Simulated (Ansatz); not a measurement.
# MoN2: a sublattice displacement scan

This session takes MoN2 and sets out to map the energy as every N atom is pushed off its site.

Program: Ansatz 0.2.0. Level of theory: DFT PBE, scalar-relativistic, plane waves, PAW. These are calculated values, not measurements.

2 further runs of the same task are left out: 2 that didn't finish.

## 1. Starting point

Symmetry: P4/mbm, No. 127, tetragonal system. Conventional cell: a = 4.333 Å, b = 4.333 Å, c = 2.752 Å, α = 90.00°, β = 90.00°, γ = 90.00°. Mo (site symmetry 4/m) has 8 N at 2.23 Å as nearest neighbours. N (site symmetry m2m) is surrounded by 1 N at 1.37 Å.

As a file:

```
Mo N
1.0
     4.33306    0.00000    0.00000
     0.00000    4.33306    0.00000
     0.00000    0.00000    2.75189
Mo N
2 4
Direct
  0.50000 0.50000 0.00000
  0.00000 0.00000 0.00000
  0.88790 0.38790 0.50000
  0.11210 0.61210 0.50000
  0.38790 0.11210 0.50000
  0.61210 0.88790 0.50000
```

It goes back to an entry of the Materials Project, which need not be the stable form.

This cell was relaxed beforehand with the same method: volume 8.61 Å³/atom, gap on the mesh none (metal).

## 2. Zero of energy

The reference gives a free energy of -11447.4051 eV, pressure 0.10 GPa, largest force 0.006 eV/Å and gap on the mesh none (metal). It was computed beforehand with the settings of the runs below.

## 3. The scan: a sublattice displacement scan

Every N atom is moved by x along the Cartesian unit vector (0.000, 0.000, 1.000); the cell and all other atoms stay fixed. Forces below are components along that vector, summed over the moved atoms.

## 4. x = -0.500 Å

input.yaml reads:

```yaml
crystal:
  lattice:
    - [4.3330619473, 0.0, 0.0]
    - [0.0, 4.3330619473, 0.0]
    - [0.0, 0.0, 2.7518917152]
  atoms:
    - { symbol: Mo, position: [0.5, 0.5, 0.0] }
    - { symbol: Mo, position: [0.0, 0.0, 0.0] }
    - { symbol: "N", position: [0.8879039728, 0.3879039728, 0.3183068043] }
    - { symbol: "N", position: [0.1120960272, 0.6120960272, 0.3183068043] }
    - { symbol: "N", position: [0.3879039728, 0.1120960272, 0.3183068043] }
    - { symbol: "N", position: [0.6120960272, 0.8879039728, 0.3183068043] }
basis:
  ecutwfc: 420
kpoints:
  mp_grid: { grid: [12, 12, 18] }
hamiltonian:
  xc: pbe
scf:
  occupations: { method: gaussian, width: 0.15 }
output:
  forces: true
  stress: true
  eigenvalues: true
```

Launch:

```
$ ansatz run input.yaml --threads 1 --pin off --max-ram 2560MiB --backend cpu --events-out ev --progress --plain --runs-dir out
```

## 5. Point x = 0.375 Å

input.yaml reads:

```yaml
crystal:
  lattice:
    - [4.3330619473, 0.0, 0.0]
    - [0.0, 4.3330619473, 0.0]
    - [0.0, 0.0, 2.7518917152]
  atoms:
    - { symbol: Mo, position: [0.5, 0.5, 0.0] }
    - { symbol: Mo, position: [0.0, 0.0, 0.0] }
    - { symbol: "N", position: [0.8879039728, 0.3879039728, 0.6362698968] }
    - { symbol: "N", position: [0.1120960272, 0.6120960272, 0.6362698968] }
    - { symbol: "N", position: [0.3879039728, 0.1120960272, 0.6362698968] }
    - { symbol: "N", position: [0.6120960272, 0.8879039728, 0.6362698968] }
basis:
  ecutwfc: 420
kpoints:
  mp_grid: { grid: [12, 12, 18] }
hamiltonian:
  xc: pbe
scf:
  occupations: { method: gaussian, width: 0.15 }
output:
  forces: true
  stress: true
  eigenvalues: true
```

## 6. At x = -0.250 Å

input.yaml reads:

```yaml
crystal:
  lattice:
    - [4.3330619473, 0.0, 0.0]
    - [0.0, 4.3330619473, 0.0]
    - [0.0, 0.0, 2.7518917152]
  atoms:
    - { symbol: Mo, position: [0.5, 0.5, 0.0] }
    - { symbol: Mo, position: [0.0, 0.0, 0.0] }
    - { symbol: "N", position: [0.8879039728, 0.3879039728, 0.4091534021] }
    - { symbol: "N", position: [0.1120960272, 0.6120960272, 0.4091534021] }
    - { symbol: "N", position: [0.3879039728, 0.1120960272, 0.4091534021] }
    - { symbol: "N", position: [0.6120960272, 0.8879039728, 0.4091534021] }
basis:
  ecutwfc: 420
kpoints:
  mp_grid: { grid: [12, 12, 18] }
hamiltonian:
  xc: pbe
scf:
  occupations: { method: gaussian, width: 0.15 }
output:
  forces: true
  stress: true
  eigenvalues: true
```

## 7. x = 0.125 Å

input.yaml reads:

```yaml
crystal:
  lattice:
    - [4.3330619473, 0.0, 0.0]
    - [0.0, 4.3330619473, 0.0]
    - [0.0, 0.0, 2.7518917152]
  atoms:
    - { symbol: Mo, position: [0.5, 0.5, 0.0] }
    - { symbol: Mo, position: [0.0, 0.0, 0.0] }
    - { symbol: "N", position: [0.8879039728, 0.3879039728, 0.5454232989] }
    - { symbol: "N", position: [0.1120960272, 0.6120960272, 0.5454232989] }
    - { symbol: "N", position: [0.3879039728, 0.1120960272, 0.5454232989] }
    - { symbol: "N", position: [0.6120960272, 0.8879039728, 0.5454232989] }
basis:
  ecutwfc: 420
kpoints:
  mp_grid: { grid: [12, 12, 18] }
hamiltonian:
  xc: pbe
scf:
  occupations: { method: gaussian, width: 0.15 }
output:
  forces: true
  stress: true
  eigenvalues: true
```

## 8. Point x = 0.438 Å

input.yaml reads:

```yaml
crystal:
  lattice:
    - [4.3330619473, 0.0, 0.0]
    - [0.0, 4.3330619473, 0.0]
    - [0.0, 0.0, 2.7518917152]
  atoms:
    - { symbol: Mo, position: [0.5, 0.5, 0.0] }
    - { symbol: Mo, position: [0.0, 0.0, 0.0] }
    - { symbol: "N", position: [0.8879039728, 0.3879039728, 0.6589815463] }
    - { symbol: "N", position: [0.1120960272, 0.6120960272, 0.6589815463] }
    - { symbol: "N", position: [0.3879039728, 0.1120960272, 0.6589815463] }
    - { symbol: "N", position: [0.6120960272, 0.8879039728, 0.6589815463] }
basis:
  ecutwfc: 420
kpoints:
  mp_grid: { grid: [12, 12, 18] }
hamiltonian:
  xc: pbe
scf:
  occupations: { method: gaussian, width: 0.15 }
output:
  forces: true
  stress: true
  eigenvalues: true
```

## 9. Point x = 0.312 Å

input.yaml reads:

```yaml
crystal:
  lattice:
    - [4.3330619473, 0.0, 0.0]
    - [0.0, 4.3330619473, 0.0]
    - [0.0, 0.0, 2.7518917152]
  atoms:
    - { symbol: Mo, position: [0.5, 0.5, 0.0] }
    - { symbol: Mo, position: [0.0, 0.0, 0.0] }
    - { symbol: "N", position: [0.8879039728, 0.3879039728, 0.6135582473] }
    - { symbol: "N", position: [0.1120960272, 0.6120960272, 0.6135582473] }
    - { symbol: "N", position: [0.3879039728, 0.1120960272, 0.6135582473] }
    - { symbol: "N", position: [0.6120960272, 0.8879039728, 0.6135582473] }
basis:
  ecutwfc: 420
kpoints:
  mp_grid: { grid: [12, 12, 18] }
hamiltonian:
  xc: pbe
scf:
  occupations: { method: gaussian, width: 0.15 }
output:
  forces: true
  stress: true
  eigenvalues: true
```

## 10. At x = 0.188 Å

input.yaml reads:

```yaml
crystal:
  lattice:
    - [4.3330619473, 0.0, 0.0]
    - [0.0, 4.3330619473, 0.0]
    - [0.0, 0.0, 2.7518917152]
  atoms:
    - { symbol: Mo, position: [0.5, 0.5, 0.0] }
    - { symbol: Mo, position: [0.0, 0.0, 0.0] }
    - { symbol: "N", position: [0.8879039728, 0.3879039728, 0.5681349484] }
    - { symbol: "N", position: [0.1120960272, 0.6120960272, 0.5681349484] }
    - { symbol: "N", position: [0.3879039728, 0.1120960272, 0.5681349484] }
    - { symbol: "N", position: [0.6120960272, 0.8879039728, 0.5681349484] }
basis:
  ecutwfc: 420
kpoints:
  mp_grid: { grid: [12, 12, 18] }
hamiltonian:
  xc: pbe
scf:
  occupations: { method: gaussian, width: 0.15 }
output:
  forces: true
  stress: true
  eigenvalues: true
```

## 11. Point x = 0.062 Å

input.yaml reads:

```yaml
crystal:
  lattice:
    - [4.3330619473, 0.0, 0.0]
    - [0.0, 4.3330619473, 0.0]
    - [0.0, 0.0, 2.7518917152]
  atoms:
    - { symbol: Mo, position: [0.5, 0.5, 0.0] }
    - { symbol: Mo, position: [0.0, 0.0, 0.0] }
    - { symbol: "N", position: [0.8879039728, 0.3879039728, 0.5227116495] }
    - { symbol: "N", position: [0.1120960272, 0.6120960272, 0.5227116495] }
    - { symbol: "N", position: [0.3879039728, 0.1120960272, 0.5227116495] }
    - { symbol: "N", position: [0.6120960272, 0.8879039728, 0.5227116495] }
basis:
  ecutwfc: 420
kpoints:
  mp_grid: { grid: [12, 12, 18] }
hamiltonian:
  xc: pbe
scf:
  occupations: { method: gaussian, width: 0.15 }
output:
  forces: true
  stress: true
  eigenvalues: true
  write_density: true
  write_potential: true
  elf: true
  volumetric_format: npy
```

(Steps that only read results are left out.)

What does the calculation give?

As calculated:

| quantity | value |
| --- | --- |
| force constant along x, from the points at -0.250, 0 and 0.062 Å | 9.36 eV/Å² for the 4 moved atoms together |

What this shows: Near the site the force constant is 9.36 eV/Å² for the 4 atoms together, 2.34 on average. The step of 0.25 Å is wide, so anharmonic terms mix in. No sampled point lies below the undisturbed cell.
